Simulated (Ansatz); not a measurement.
# Be (fcc type): a single-point run

Wanted: a converged single-point run for Be (fcc type), and a check of what comes out.

Program: Ansatz 0.2.0. Level of theory: DFT, LDA, all-electron LAPW, scalar-relativistic. These are calculated values, not measurements.

1 further run of the same task is left out (it didn't finish). Runs told in other sessions of the task aren't counted.

## Step 1: The starting structure

The structure is cubic, space group Fm-3m (No. 225). Conventional cell: a = 2.498 Å, b = 2.498 Å, c = 2.498 Å, α = 90.00°, β = 90.00°, γ = 90.00°. Around Be (site symmetry m-3m) lie 12 Be at 1.77 Å.

As a file:

```cif
data_structure
_symmetry_space_group_name_H-M 'Fm-3m'
_symmetry_Int_Tables_number 225
_cell_length_a 2.4982
_cell_length_b 2.4982
_cell_length_c 2.4982
_cell_angle_alpha 90.000
_cell_angle_beta 90.000
_cell_angle_gamma 90.000
_cell_volume 15.59
loop_
_atom_site_label
_atom_site_type_symbol
_atom_site_symmetry_multiplicity
_atom_site_Wyckoff_symbol
_atom_site_fract_x
_atom_site_fract_y
_atom_site_fract_z
_atom_site_occupancy
Be1 Be 4 a 0.00000 0.00000 0.00000 1
```

## Step 2: Running it

File input.yaml:

```yaml
crystal:
  lattice:
    - [0.0, 1.2490967316, 1.2490967316]
    - [1.2490967316, 0.0, 1.2490967316]
    - [1.2490967316, 1.2490967316, 0.0]
  atoms:
    - { symbol: Be, position: [0.0, 0.0, 0.0] }
kpoints:
  mp_grid: { grid: [21, 21, 21] }
scf:
  occupations: { method: fermi_dirac, width: 0.05 }
  mixing: { algorithm: broyden, beta: 0.95, ndim: 1, preconditioner: none }
  max_iter: 75
hamiltonian:
  xc: lda
  pseudopotentials: { kind: all_electron, lapw: { basis_error: 0.001 } }
output:
  forces: true
  stress: true
  eigenvalues: true
  populations: true
```

The run is started by

```bash
$ ansatz run input.yaml --threads 1 --pin off --max-ram 2048MiB --backend cpu --events-out ev --progress --plain --runs-dir out
```

Q: Will this input give a usable result? If not, why, and what should change?

This run ends as converged. It gives a pressure of 254 GPa, which is large; a structure far from rest gives such values too, whatever the setting.

The suspect setting: scf.mixing.algorithm is broyden; scf.mixing.beta is 0.95; scf.mixing.ndim is 1; scf.mixing.preconditioner is none. The risk: mixing too aggressive. Here it converged all the same; such a setting changes the road, not the converged state. Several mixing settings were changed at once, so this run can't tell how much each is to blame.

The test: delete scf.mixing.algorithm, scf.mixing.beta, scf.mixing.ndim and scf.mixing.preconditioner (the default then holds).
